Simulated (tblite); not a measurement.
# C5H7NO2: the cost of one run

Computed with tblite 0.8.0 and PySCF 2.14.0 and routines of our own; the level stands in each step. Atoms count from 0.

### Step 1. The system as given

15 atoms, charge 0, multiplicity 1; geometry from: force field or distance geometry start.

### Step 2. Relaxing the molecule with GFN2-xTB, one coordinate held

What the job is given:

```
{"job": {"kind": "relax", "xc": "GFN2-xTB", "basis": "xTB"}, "charge": 0, "multiplicity": 1}
N      0.340800     2.230500    -0.313600
C     -0.049400     1.184800    -0.964900
C     -0.078900    -0.146500    -0.283400
O      1.203100    -0.737800    -0.053400
C      1.939400    -0.242200     0.986400
O      1.600000     0.655900     1.734600
C     -1.194500    -0.476800     0.676400
C     -1.166100    -1.117100    -0.670400
H      0.995600     2.782900    -0.889600
H     -0.347500     1.242300    -2.009400
H      2.899000    -0.776000     1.026300
H     -0.959000    -1.094800     1.543400
H     -1.949800     0.280200     0.887300
H     -0.909600    -2.173400    -0.736900
H     -1.926600    -0.802000    -1.389600
```

On the command line:

```
OMP_NUM_THREADS=1 python excited_run.py task.json out
```

The driver reads the jobs from task.json and runs them one after another.

**Question.** How long does this first job take on 1 thread of Intel Xeon at 2.70GHz, shared host, and how much memory does it need?

About 2.3 s, with a peak of 0.18 GiB.
